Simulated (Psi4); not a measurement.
**GeH3O (SMILES [OH][GeH2]) at 4 levels**

Aim: a comparison of 4 runs (UHF/STO-3G, UB3LYP/6-31G*, UPBE0/def2-SVP, UMP2/3-21G) of GeH3O. 

Program for the calculation: Psi4 1.11.

2 further runs of the same task are left out: 1 that didn't finish, 1 set aside as unsound or not needed.

## 1. The system as given

GeH3O: 5 atoms, total charge 0, spin state doublet. SMILES: `[OH][GeH2]`. The shape is that of a PBE0-D4/def2-TZVP optimisation. This is one conformer, not always the lowest.

Bond lengths: O1–Ge2 1.786 Å, O1–H3 0.960 Å, Ge2–H4 1.546 Å, Ge2–H5 1.557 Å. Angles: O1–Ge2–H4 103.8°, O1–Ge2–H5 108.9°, Ge2–O1–H3 112.6°, H4–Ge2–H5 111.8°.

## 2. Energy and gradient at UHF/STO-3G (run 1)

Contents of geh3o.in:

```
memory 1600 mb

molecule geom {
  0 2
  O
  Ge 1 1.78569
  H 1 0.96014 2 112.57468
  H 2 1.545683 1 103.75107 3 165.58826
  H 2 1.557015 4 111.78218 1 117.23472
  units angstrom
  symmetry c1
}

set globals {
  basis STO-3G
  reference uhf
  puream true
  e_convergence 1e-09
  d_convergence 1e-08
  scf_type pk
  maxiter 200
}

e_tot, wfn = gradient("hf", return_wfn=True)
oeprop(wfn, "QUADRUPOLE", "LOWDIN_CHARGES", "WIBERG_LOWDIN_INDICES", title="HF")
print_variables()
```

The run is started by

```console
$ psi4 -n 1 geh3o.in geh3o.out
```

geh3o.out:

```text
[...]
  Running in c1 symmetry.
[...]
  Nuclear repulsion =  113.083778088950794
[...]
  Multiplicity = 2
[...]
  Nalpha       = 22
  Nbeta        = 21
[...]
    Number of basis functions: 26
[...]
   @UHF iter   1: -2126.89872934702953   -3.29909e+00   2.51436e-02 DIIS/ADIIS
[...]
   @UHF iter  16: -2127.28844996468752   -4.54747e-13   5.35053e-09 DIIS
[...]
   @S^2 Observed:                7.531649467E-01
[...]
  @UHF Final Energy: -2127.28844996468752
   => Energetics <=
    Nuclear Repulsion Energy =            113.0837780889507940
    One-Electron Energy =               -3212.6645892273436402
    Two-Electron Energy =                 972.2923611737057854
    Total Energy =                      -2127.2884499646870609
  UHF NO Occupations:
  HONO-2 :   20  A 1.9999179
  HONO-1 :   21  A 1.9985390
[...]
  -Total Gradient:
     Atom            X                  Y                   Z
    ------   -----------------  -----------------  -----------------
       1        0.001538494096     0.038754471072    -0.035306569962
       2        0.033339108151     0.004824115025     0.008848800669
       3       -0.000720366381    -0.033930400848     0.004358886920
       4       -0.007416645589    -0.039425035537     0.008849740928
       5       -0.026740590280     0.029776850289     0.013249141506
[...]
 Multipole Moments:
 ------------------------------------------------------------------------------------
     Multipole            Electronic (a.u.)      Nuclear  (a.u.)        Total (a.u.)
 ------------------------------------------------------------------------------------
 L = 1.  Multiply by 2.5417464519 to convert [e a0] to [Debye]
 Dipole X            :          1.6260701           -1.4522986            0.1737714
 Dipole Y            :          0.0580774            0.4521303            0.5102077
 Dipole Z            :          3.6701613           -3.3161211            0.3540402
 Magnitude           :                                                    0.6448666
 L = 2.  Multiply by 1.3450342976 to convert [e a0^2] to [Debye ang]
 Quadrupole XX       :        -20.4439207            4.4356205          -16.0083002
 Quadrupole XY       :          2.1352585           -1.8893320            0.2459265
[...]
```

Wall time 2.2 s (1 thread of AMD EPYC 7B13 (Zen 3), shared host); peak memory 0.2 GiB.

## 3. Energy and forces at UB3LYP/6-31G(d) (Cartesian functions) (run 2)

Contents of job.json:

```json
{
  "schema_name": "qcschema_input",
  "schema_version": 1,
  "molecule": {
    "schema_name": "qcschema_molecule",
    "schema_version": 2,
    "symbols": ["O", "Ge", "H", "H", "H"],
    "geometry": [0.67179764, -2.03296736, 0.87059683, -0.98284656, 0.78631504, 0.03344815, 2.07378545, -1.71511543, 1.97759839, -2.63956945, -0.02721206, -2.23044374, 0.97113026, 2.849707, -0.72924531],
    "molecular_charge": 0,
    "molecular_multiplicity": 2,
    "fix_symmetry": "c1",
    "fix_com": true,
    "fix_orientation": true
  },
  "driver": "gradient",
  "model": {
    "method": "b3lyp",
    "basis": "6-31G*"
  },
  "keywords": {
    "reference": "uks",
    "puream": false,
    "e_convergence": 1e-09,
    "d_convergence": 1e-08,
    "scf_type": "pk",
    "dft_radial_points": 99,
    "dft_spherical_points": 590,
    "maxiter": 200,
    "scf_properties": ["LOWDIN_CHARGES", "DIPOLE", "MULLIKEN_CHARGES"]
  }
}
```

The run is started by

```console
$ psi4 --qcschema job.json -n 1 --memory 1600MB
```

stdout:

```text
[...]
  Running in c1 symmetry.
[...]
  Nuclear repulsion =  113.083763740492913
[...]
  Multiplicity = 2
[...]
  Nalpha       = 22
  Nbeta        = 21
[...]
    Number of basis functions: 56
[...]
   @UKS iter   1: -2152.21317980742970   -1.96519e+00   5.19933e-02 ADIIS/DIIS
[...]
   @UKS iter  13: -2153.75432875712158   -1.36424e-12   4.82865e-09 DIIS
[...]
   @S^2 Observed:                7.516286908E-01
[...]
  @UKS Final Energy: -2153.75432875712158
   => Energetics <=
    Nuclear Repulsion Energy =            113.0837637404929126
    One-Electron Energy =               -3224.4231224621817091
    Two-Electron Energy =                1029.0044685636341910
    DFT Exchange-Correlation Energy =     -71.4194385990666376
    Empirical Dispersion Energy =           0.0000000000000000
    VV10 Nonlocal Energy =                  0.0000000000000000
    Total Energy =                      -2153.7543287571215842
[...]
 Multipole Moments:
 ------------------------------------------------------------------------------------
     Multipole            Electronic (a.u.)      Nuclear  (a.u.)        Total (a.u.)
 ------------------------------------------------------------------------------------
 L = 1.  Multiply by 2.5417464519 to convert [e a0] to [Debye]
 Dipole X            :         25.9609941          -25.6713625            0.2896315
 Dipole Y            :         -9.5585466           10.0057219            0.4471753
 Dipole Z            :         -6.8305525            7.0530248            0.2224723
 Magnitude           :                                                    0.5773614
[...]
  -Total Gradient:
     Atom            X                  Y                   Z
    ------   -----------------  -----------------  -----------------
       1        0.002551397488     0.011854775276     0.004437374963
       2        0.005625000106    -0.007049125716    -0.004346746739
       3       -0.006746090133    -0.002921516281    -0.005853271890
       4        0.001203151711     0.001034941483     0.003435365442
       5       -0.002633882669    -0.002920944329     0.002325747385
[...]
```

The result, in JSON:

```text
{
 "driver": "gradient",
 "model": {
  "method": "b3lyp",
  "basis": "6-31G*"
 },
 "success": true,
 "return_result": [0.0025513974879642076, 0.01185477527635942, 0.0044373749631502896, 0.005625000105755423, -0.007049125715920548, -0.004346746739204307, -0.0067460901334364665, -0.0029215162811802205, -0.005853271889986217, 0.0012031517110670797, 0.0010349414827844627, 0.0034353654417517976, -0.00263388266873453, -0.0029209443289009845, 0.0023257473846579196],
 "properties": {
  "calcinfo_nbasis": 56,
  "calcinfo_nmo": 56,
  "calcinfo_nalpha": 22,
  "calcinfo_nbeta": 21,
  "calcinfo_natom": 5,
  "nuclear_repulsion_energy": 113.08376374049291,
  "return_energy": -2153.7543287571216,
  "return_gradient": [0.0025513974879642076, 0.01185477527635942, 0.0044373749631502896, 0.005625000105755423, -0.007049125715920548, -0.004346746739204307, -0.0067460901334364665, -0.0029215162811802205, -0.005853271889986217, 0.0012031517110670797, 0.0010349414827844627, 0.0034353654417517976, -0.00263388266873453, -0.0029209443289009845, 0.0023257473846579196],
  "scf_one_electron_energy": -3224.4231224621817,
  "scf_two_electron_energy": 1029.0044685636342,
  "scf_xc_energy": -71.41943859906664,
  "scf_dipole_moment": [0.28963154759868814, 0.4471753168521122, 0.2224723253208971],
  "scf_total_energy": -2153.7543287571216,
  "scf_total_gradient": [0.0025513974879642076, 0.01185477527635942, 0.0044373749631502896, 0.005625000105755423, -0.007049125715920548, -0.004346746739204307, -0.0067460901334364665, -0.0029215162811802205, -0.005853271889986217, 0.0012031517110670797, 0.0010349414827844627, 0.0034353654417517976, -0.00263388266873453, -0.0029209443289009845, 0.0023257473846579196],
  "scf_iterations": 13
 }
}
```

Run time: 15 s. Hardware: 1 thread of AMD EPYC 7B13 (Zen 3), shared host; peak memory 0.62 GiB.

Run 3 isn't shown in full; the table further down has it.

## 4. The energy at UMP2/3-21G (run 4)

Contents of run.py:

```python
import numpy as np
from ase.calculators.psi4 import Psi4
from ase import Atoms

mol = Atoms(['O', 'Ge', 'H', 'H', 'H'], positions=[
    [0.355500, -1.075800, 0.460700],
    [-0.520100, 0.416100, 0.017700],
    [1.097400, -0.907600, 1.046500],
    [-1.396800, -0.014400, -1.180300],
    [0.513900, 1.508000, -0.385900],
])
calc = Psi4(atoms=mol, method='mp2', basis='3-21G', memory='1600MB', num_threads=1, charge=0, multiplicity=2, label='geh3o', reference='uhf')
calc.psi4.set_options({'puream': True, 'e_convergence': 1e-09, 'd_convergence': 1e-08, 'scf_type': 'pk', 'num_frozen_docc': 10, 'mp2_type': 'conv', 'maxiter': 200})
mol.calc = calc

print(f'energy: {mol.get_potential_energy():.6f} eV')
```

The run is started by

```console
$ python run.py
```

geh3o.dat:

```text
[...]
  Running in c1 symmetry.
[...]
  Nuclear repulsion =  113.083763680620223
[...]
  Multiplicity = 2
[...]
  Nalpha       = 22
  Nbeta        = 21
[...]
    Number of basis functions: 37
[...]
   @UHF iter   1: -2141.09732255265499   -4.21219e+00   2.08286e-02 DIIS/ADIIS
[...]
   @UHF iter  14: -2141.49912959260200   -9.09495e-13   8.75210e-09 DIIS
[...]
   @S^2 Observed:                7.527861911E-01
[...]
    Orbital Energies [Eh]
    ---------------------
    Alpha Occupied:
       1A   -402.711878     2A    -51.937302     3A    -45.950398
       4A    -45.948019     5A    -45.947966     6A    -20.431928
       7A     -7.163189     8A     -5.119247     9A     -5.114873
      10A     -5.114122    11A     -1.569878    12A     -1.563835
      13A     -1.563209    14A     -1.561982    15A     -1.561469
      16A     -1.302104    17A     -0.734981    18A     -0.611847
      19A     -0.520309    20A     -0.502579    21A     -0.460878
      22A     -0.318730
    Alpha Virtual:
      23A      0.135005    24A      0.203642    25A      0.241577
[...]
  @UHF Final Energy: -2141.49912959260200
   => Energetics <=
    Nuclear Repulsion Energy =            113.0837636806202227
    One-Electron Energy =               -3214.2707702555112519
    Two-Electron Energy =                 959.6878769822885715
    Total Energy =                      -2141.4991295926020030
  UHF NO Occupations:
  HONO-2 :   20  A 1.9997356
  HONO-1 :   21  A 1.9990199
[...]
 Multipole Moments:
 ------------------------------------------------------------------------------------
     Multipole            Electronic (a.u.)      Nuclear  (a.u.)        Total (a.u.)
 ------------------------------------------------------------------------------------
 L = 1.  Multiply by 2.5417464519 to convert [e a0] to [Debye]
 Dipole X            :         -2.6437468            2.7822924            0.1385456
 Dipole Y            :          3.0865502           -2.3586813            0.7278689
 Dipole Z            :          0.4968920           -0.0756779            0.4212142
 Magnitude           :                                                    0.8522965
[...]
	SCS-MP2 Total Energy (a.u.)        : -2141.66729812700942
	SOS-MP2 Total Energy (a.u.)        : -2141.65502161594441
	SCSN-MP2 Total Energy (a.u.)       : -2141.56394957102430
[...]
	SOS-PI-MP2 Total Energy (a.u.)     : -2141.68100361983488
[...]
	MP2 Total Energy (a.u.)            : -2141.66586914524896
[...]
```

Standard output:

```text
energy: -58277.696701 eV
```

It took 2.1 s on 1 thread of AMD EPYC 7B13 (Zen 3), shared host; peak memory 0.25 GiB.

## 5. Overview of the runs

```
run                                level  Cartesian functions         integration grid   energy (Eh)  dipole moment (D)  HOMO energy (eV)  LUMO energy (eV)  wall time
  1                           UHF/STO-3G                   no                        –  -2127.288450               1.64             -6.23              5.16      2.2 s
  2  UB3LYP/6-31G* (Cartesian functions)                  yes  99 radial × 590 angular  -2153.754329               1.47             -5.64             -2.93       15 s
  3                       UPBE0/def2-SVP                   no  99 radial × 590 angular  -2153.329899               1.43             -5.97             -2.57       15 s
  4                           UMP2/3-21G                   no                        –  -2141.665869                  –             -8.67              1.01      2.1 s
```

## 6. What came out

| quantity | value |
| --- | --- |
| run 4: total energy | -2141.66587 Eh |
| run 4: HOMO energy (Hartree–Fock orbitals) (highest over α and β) | -8.67 eV |
| run 4: LUMO energy (Hartree–Fock orbitals) (lowest over α and β) | 1.01 eV |
| run 4: correlation energy (10 core orbitals frozen) | -166.7 mEh |
| run 4: ⟨S²⟩ of the reference determinant | 0.753 |

**Reading.** Over runs 1, 2, 3 the dipole moment (its size) runs from 1.43 D (UPBE0/def2-SVP) to 1.64 D (UHF/STO-3G). The two ends differ in method and basis. Totals of different functionals can't be ranked against each other. In run 1 the basis is minimal, so the values are rough. All runs together took 35 s, the longest 15 s.
